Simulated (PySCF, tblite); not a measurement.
# BCl3H2HfO3, a small molecule taken as a stand-in for a surface group (boron hydroxide): NMR shifts, core binding energies and electronic excitations, part 2 of 2

tblite 0.8.0 and PySCF 2.14.0. Atoms count from 0, parts from 1. Earlier steps stand in the parts before.

### Step 5. X-ray photoelectron lines: SCAN, X2C

Job settings and geometry (Å):

```
{"job": {"kind": "xps", "holes": 5}, "charge": 0, "multiplicity": 1}
O     -0.021888     0.279067     1.179435
B     -0.767020     0.915622     0.175105
O     -1.589143     1.937537     0.471678
O     -0.502678     0.341006    -1.020365
Hf     0.836644    -1.082494    -0.567023
Cl     0.070325    -2.944023     0.652912
Cl     2.987456    -0.334697     0.024532
Cl     1.146658    -1.965311    -2.711153
H     -0.080587     0.542213     2.102707
H     -2.038257     2.285559    -0.306282
```

With the program's defaults for keys left out, this is: delta-SCF UKS SCAN, pcX-2 on the ionised atom, pcseg-1 elsewhere (x2c-SVPall past Kr), spin-free X2C.

Log:

```text
ground state, core basis on atom 0 (O), 217 functions
  cycle   1  E = -16716.27936024  |g| = 1.28e+00
  cycle   2  E = -16712.98902065  |g| = 4.20e+00
  cycle   3  E = -16716.50300702  |g| = 6.97e-01
  cycle   4  E = -16716.57379176  |g| = 3.80e-01
  cycle   5  E = -16716.60064268  |g| = 8.18e-02
  cycle   6  E = -16716.60228311  |g| = 2.24e-02
  cycle   7  E = -16716.60234593  |g| = 9.87e-03
  cycle   8  E = -16716.60237561  |g| = 4.18e-03
  cycle   9  E = -16716.60237620  |g| = 1.60e-03
  cycle  10  E = -16716.60237645  |g| = 5.23e-04
  cycle  11  E = -16716.60238146  |g| = 1.15e-04
  E(ground) = -16716.90267807 Eh
hole in O 1s of atom 0
  cycle   1  E = -16695.92404102  |g| = 2.23e+00
  cycle   2  E = -16693.07473334  |g| = 2.77e+00
  cycle   3  E = -16696.26846260  |g| = 8.82e-01
  cycle   4  E = -16696.50706004  |g| = 6.87e-01
  cycle   5  E = -16696.69285362  |g| = 2.74e-01
  cycle   6  E = -16696.72533486  |g| = 1.38e-01
  cycle   7  E = -16696.73450040  |g| = 4.90e-02
  cycle   8  E = -16696.73567548  |g| = 1.90e-02
  cycle   9  E = -16696.73582641  |g| = 7.66e-03
  cycle  10  E = -16696.73585938  |g| = 1.40e-03
  cycle  11  E = -16696.73585777  |g| = 6.43e-04
  cycle  12  E = -16696.73585535  |g| = 1.17e-04
  E(ion) = -16697.03675085 Eh   <S^2> = 0.7610   hole on atom = 1.000   binding energy = 540.579 eV
ground state, core basis on atom 1 (B), 217 functions
  cycle   1  E = -16716.57278218  |g| = 9.14e-02
  cycle   2  E = -16716.57078640  |g| = 1.32e-01
  cycle   3  E = -16716.57392790  |g| = 1.75e-02
  cycle   4  E = -16716.57394554  |g| = 1.26e-02
  cycle   5  E = -16716.57397591  |g| = 3.67e-03
  cycle   6  E = -16716.57398280  |g| = 6.56e-04
  cycle   7  E = -16716.57397730  |g| = 2.86e-04
  E(ground) = -16716.87790252 Eh
hole in B 1s of atom 1
  cycle   1  E = -16708.86309822  |g| = 1.18e+00
  cycle   2  E = -16706.57976361  |g| = 2.12e+00
  cycle   3  E = -16709.03206745  |g| = 5.72e-01
  cycle   4  E = -16709.13865488  |g| = 4.68e-01
  cycle   5  E = -16709.23164760  |g| = 1.86e-01
  cycle   6  E = -16709.24698052  |g| = 9.53e-02
  cycle   7  E = -16709.25091645  |g| = 2.55e-02
  cycle   8  E = -16709.25113421  |g| = 1.58e-02
  cycle   9  E = -16709.25121807  |g| = 5.85e-03
  cycle  10  E = -16709.25124115  |g| = 2.41e-03
  cycle  11  E = -16709.25123771  |g| = 1.25e-03
  cycle  12  E = -16709.25124361  |g| = 4.61e-04
  E(ion) = -16709.55512612 Eh   <S^2> = 0.7690   hole on atom = 1.000   binding energy = 199.263 eV
ground state, core basis on atom 2 (O), 217 functions
  cycle   1  E = -16716.60064782  |g| = 1.02e-01
  cycle   2  E = -16716.59975259  |g| = 8.60e-02
  cycle   3  E = -16716.60046170  |g| = 5.62e-02
  cycle   4  E = -16716.60095599  |g| = 1.52e-02
  cycle   5  E = -16716.60101624  |g| = 1.39e-03
  cycle   6  E = -16716.60101268  |g| = 7.34e-04
  cycle   7  E = -16716.60102108  |g| = 1.38e-04
  E(ground) = -16716.90151552 Eh
hole in O 1s of atom 2
  cycle   1  E = -16695.94532280  |g| = 2.21e+00
  cycle   2  E = -16693.73570255  |g| = 2.54e+00
  cycle   3  E = -16696.45450142  |g| = 7.14e-01
  cycle   4  E = -16696.66002178  |g| = 3.97e-01
  cycle   5  E = -16696.70194785  |g| = 2.70e-01
  cycle   6  E = -16696.74124153  |g| = 1.15e-01
  cycle   7  E = -16696.74752371  |g| = 3.35e-02
  cycle   8  E = -16696.74823441  |g| = 1.08e-02
  cycle   9  E = -16696.74829718  |g| = 2.96e-03
  cycle  10  E = -16696.74830249  |g| = 1.40e-03
  cycle  11  E = -16696.74829440  |g| = 5.74e-04
  cycle  12  E = -16696.74829813  |g| = 1.78e-04
  E(ion) = -16697.04941299 Eh   <S^2> = 0.7609   hole on atom = 1.000   binding energy = 540.203 eV
ground state, core basis on atom 3 (O), 217 functions
  cycle   1  E = -16716.60214341  |g| = 1.32e-01
  cycle   2  E = -16716.59565854  |g| = 2.10e-01
  cycle   3  E = -16716.60334660  |g| = 5.11e-02
  cycle   4  E = -16716.60367388  |g| = 3.03e-02
  cycle   5  E = -16716.60384030  |g| = 3.40e-03
  cycle   6  E = -16716.60384497  |g| = 1.70e-03
  cycle   7  E = -16716.60384075  |g| = 2.74e-04
  E(ground) = -16716.90433322 Eh
hole in O 1s of atom 3
  cycle   1  E = -16695.97366235  |g| = 2.24e+00
  cycle   2  E = -16695.21021393  |g| = 2.36e+00
  cycle   3  E = -16696.51581694  |g| = 7.38e-01
  cycle   4  E = -16696.30372661  |g| = 1.02e+00
  cycle   5  E = -16696.80919897  |g| = 1.71e-01
  cycle   6  E = -16696.81201369  |g| = 1.31e-01
  cycle   7  E = -16696.82037430  |g| = 1.92e-02
  cycle   8  E = -16696.82054465  |g| = 8.32e-03
  cycle   9  E = -16696.82057671  |g| = 2.70e-03
  cycle  10  E = -16696.82058202  |g| = 1.10e-03
  cycle  11  E = -16696.82058489  |g| = 2.06e-04
  E(ion) = -16697.12148806 Eh   <S^2> = 0.7621   hole on atom = 1.000   binding energy = 538.319 eV
ground state, core basis on atom 5 (Cl), 228 functions
  cycle   1  E = -16716.75550951  |g| = 4.97e-01
  cycle   2  E = -16716.74603443  |g| = 2.47e-01
  cycle   3  E = -16716.72238278  |g| = 4.19e-01
  cycle   4  E = -16716.75787946  |g| = 2.71e-02
  cycle   5  E = -16716.75797867  |g| = 1.64e-02
  cycle   6  E = -16716.75804450  |g| = 4.77e-03
  cycle   7  E = -16716.75805794  |g| = 1.19e-03
  cycle   8  E = -16716.75805542  |g| = 4.67e-04
  E(ground) = -16717.04338135 Eh
hole in Cl 2p of atom 5
  cycle   1  E = -16708.69037995  |g| = 1.71e+00
  cycle   2  E = -16708.67399211  |g| = 1.29e+00
  cycle   3  E = -16708.97880686  |g| = 5.64e-01
  cycle   4  E = -16709.12024424  |g| = 3.25e-01
  cycle   5  E = -16709.16824788  |g| = 7.31e-02
  cycle   6  E = -16709.16961231  |g| = 5.44e-02
  cycle   7  E = -16709.17088084  |g| = 1.75e-02
  cycle   8  E = -16709.17101900  |g| = 4.04e-03
  cycle   9  E = -16709.17102300  |g| = 1.64e-03
  cycle  10  E = -16709.17102854  |g| = 2.80e-04
  E(ion) = -16709.46578502 Eh   <S^2> = 0.7517   hole on atom = 1.001   binding energy = 206.197 eV
  2p3/2 = 205.630 eV   2p1/2 = 207.283 eV
```

Wall time 41 s (1 thread of Intel Xeon 6975P-C, shared host); peak memory 0.91 GiB.

Atoms past Kr, which the light-atom basis doesn't hold, take an all-electron relativistic set.

The holes in one table. −ε is the ground-state orbital energy:

```
       hole  stands for                environment  ΔSCF (eV; 2p as the shell's mean)  −ε (eV)   ⟨S²⟩
  O1s on O0          O0  oxygen bonded to B, Hf, H                             540.58    518.7  0.761
  B1s on B1          B1                                                        199.26    182.9  0.769
  O1s on O2          O2      oxygen bonded to B, H                             540.20    518.1  0.761
  O1s on O3          O3     oxygen bonded to B, Hf                             538.32    517.3  0.762
Cl2p on Cl5         Cl5      chlorine bonded to Hf                             206.18    193.6  0.752
```

With the spin-orbit splitting: Cl5 2p3/2 205.63, 2p1/2 207.28 eV. The table gives each 2p level as the mean over the whole 2p shell (two parts 2p3/2, one part 2p1/2), which differs a little from the single hole in the log.

### Step 6. Excited states and response: CAM-B3LYP/def2-SVPD

Settings changed since step 5:

```diff
@@ -1,2 +1,2 @@
-{"job": {"kind": "xps", "holes": 5}, "charge": 0, "multiplicity": 1}
+{"job": {"kind": "uv", "xc": "CAM-B3LYP", "basis": "def2-SVPD", "nstates": 6, "ntriplets": 2, "ip": true}, "charge": 0, "multiplicity": 1}
 O     -0.021888     0.279067     1.179435
```

With the program's defaults for keys left out, this is: TDDFT CAM-B3LYP/def2-SVPD, vertical, gas phase, core orbitals frozen in the response.

Log:

```text
coarse grid: 53456 points
cycle   1  E = -1679.9223745195  dE = -1.189e+01  |g| = 1.080e+00  |ddm| = 9.563e+00
cycle   2  E = -1679.8480813929  dE =  7.429e-02  |g| = 1.286e+00  |ddm| = 2.442e+00
cycle   3  E = -1680.1551262026  dE = -3.070e-01  |g| = 1.736e-01  |ddm| = 1.178e+00
cycle   4  E = -1680.1602031821  dE = -5.077e-03  |g| = 7.269e-02  |ddm| = 2.537e-01
cycle   5  E = -1680.1611603758  dE = -9.572e-04  |g| = 1.904e-02  |ddm| = 8.395e-02
cycle   6  E = -1680.1612357292  dE = -7.535e-05  |g| = 2.696e-03  |ddm| = 2.684e-02
cycle   7  E = -1680.1612374634  dE = -1.734e-06  |g| = 1.394e-03  |ddm| = 6.291e-03
final grid: 106192 points
cycle   8  E = -1680.1613288180  dE =  1.328e-07  |g| = 1.842e-03  |ddm| = 4.449e-03
cycle   9  E = -1680.1613282621  dE =  5.559e-07  |g| = 2.493e-03  |ddm| = 4.921e-03
cycle  10  E = -1680.1613294949  dE = -1.233e-06  |g| = 7.380e-05  |ddm| = 2.721e-03
cycle  11  E = -1680.1613294962  dE = -1.290e-09  |g| = 2.181e-05  |ddm| = 1.362e-04
cycle  12  E = -1680.1613294963  dE = -1.251e-10  |g| = 1.703e-05  |ddm| = 4.532e-05
converged SCF energy = -1680.1613294963

Static polarisability (au): isotropic 101.867, principal 97.757 99.002 108.844

Singlet excitations
state   eV       nm        f      main configurations
  1   6.2787    197.5   0.00195   H->L+1 0.50, H-1->L 0.34, H->L 0.08
  2   6.3128    196.4   0.01120   H->L 0.60, H-1->L+1 0.23
  3   6.3523    195.2   0.01547   H-1->L 0.49, H->L+1 0.31, H-2->L+1 0.11
  4   6.5673    188.8   0.00471   H-2->L 0.81, H-1->L+1 0.09
  5   6.6073    187.6   0.04090   H-1->L+1 0.49, H-3->L+1 0.24, H->L 0.15
  6   6.6335    186.9   0.00753   H-2->L+1 0.55, H-3->L 0.35

Triplet excitations (Tamm-Dancoff, eV): 5.8778 6.0061
Vertical ionisation energy (delta-SCF) = 11.2835 eV
Vertical electron affinity (delta-SCF) = 0.1652 eV
```

Run time: 4 min. Hardware: 1 thread of Intel Xeon 6975P-C, shared host; peak memory 1.3 GiB.

The orbitals next to the gap, with their largest atomic shares:

```
orbital      eV                         atoms
 HOMO−3  -11.10  Cl6 27 %, Cl5 26 %, Cl7 24 %
 HOMO−2  -10.81   Cl5 45 %, Cl6 43 %, Hf4 5 %
 HOMO−1  -10.61  Cl7 51 %, Cl6 22 %, Cl5 20 %
   HOMO  -10.43  Cl7 47 %, Cl5 27 %, Cl6 23 %
   LUMO   -0.68   Hf4 69 %, Cl7 11 %, Cl6 8 %
 LUMO+1   -0.61    Hf4 67 %, Cl5 8 %, Cl7 8 %
 LUMO+2   -0.13    B1 33 %, Hf4 19 %, O0 11 %
```

With each of the 6 states as a Gaussian band of 0.4 eV half-width at 1/e, the curve within the window shown has maxima at 190 nm (ε 3,000) L/(mol cm). Beyond the last state computed it falls off for lack of states. The curve at chosen wavelengths:

```csv
nm,ε (L/mol/cm)
179,1230
181,1667
182,1890
184,2310
185,2495
187,2786
188,2884
190,2974
191,2966
193,2854
195,2633
196,2492
198,2171
199,2000
201,1655
202,1487
204,1174
206,899
207,778
209,571
210,484
212,341
213,283
215,192
216,157
218,103
```

Further results of this job:

```
           property  computed
  dipole moment (D)      4.49
polarisability (Å³)     15.10
 HOMO–LUMO gap (eV)      9.75
      −ε(HOMO) (eV)     10.43
```

### Step 7. Outcome

This closing draws on all 2 parts.

| quantity | value |
| --- | --- |
| rotational constants (main isotopes) | 0.97, 0.62, 0.60 GHz |
| $^{1}$H shifts against TMS (PBE0/def2-SVP+pcSseg-1) | 4.21, 3.77 ppm |
| $^{17}$O shifts against H2O (PBE0/def2-SVP+pcSseg-1) | 312.8, 90.8, 84.4 ppm |
| $^{11}$B shifts against BF3·OEt2 (PBE0/def2-SVP+pcSseg-1) | 18.7 ppm |
| $^{35}$Cl shifts against HCl (PBE0/def2-SVP+pcSseg-1) | 486, 428, 428 ppm |
| surface potential, 1st and 99th percentile | -0.75 V and 3.12 V |
| O1s binding energies, SCAN/pcX-2 | O0 540.58, O2 540.20, O3 538.32 eV |
| B1s binding energies, SCAN/pcX-2 | B1 199.26 eV |
| Cl2p binding energies, SCAN/pcX-2 (standing for 1 of 3 atoms) | Cl5 206.18 eV |
| lowest singlet (CAM-B3LYP/def2-SVPD) | 6.28 eV (197 nm), f = 0.002 |
| brightest single state of those computed | state 5, 6.61 eV, f = 0.041 |
| lowest triplet | 5.88 eV |
| vertical ionisation energy (ΔSCF) | 11.28 eV |
| vertical electron affinity (ΔSCF) | 0.17 eV |

**Reading.** On relaxing, metal atoms bound new neighbours (O0–Hf4). The optimisation took 15 steps and gained 1.096 eV; among the close pairs (by a distance rule), B1–Hf4 changed most, from 2.537 to 2.667 Å (PBE0/def2-SVP). At PBE0/def2-SVP+pcSseg-1: Shielding is most anisotropic at Cl7 (span 839 ppm, paramagnetic term -692 ppm). By nearest atom (PBE0/def2-SVP+pcSseg-1), the HOMO sits on Cl7 48 %; Cl5, Cl6 about 25 % each and the LUMO on Hf4 70 %; Cl6, Cl7 about 9 % each. The O1s levels kept as sound span 2.26 eV, from O3 (oxygen bonded to B, Hf) up to O0 (oxygen bonded to B, Hf, H). The lowest singlet, at 6.28 eV, is HOMO→LUMO+1 0.50, HOMO−1→LUMO 0.34 and is weak; of the 6 states computed, the strongest absorption comes from states 5 to 6 together at 6.61 eV (the last computed, so partners may be missing). The lowest triplet lies 0.40 eV below the lowest singlet (triplets in Tamm-Dancoff, singlets in full TDDFT). Spin-orbit coupling, left out, mixes singlets and triplets in elements this heavy. ΔSCF puts the ionisation energy at 11.28 eV, 0.85 eV above −ε(HOMO). Spin-orbit coupling is left out, which matters for shieldings and couplings at and beside the heavy atoms.
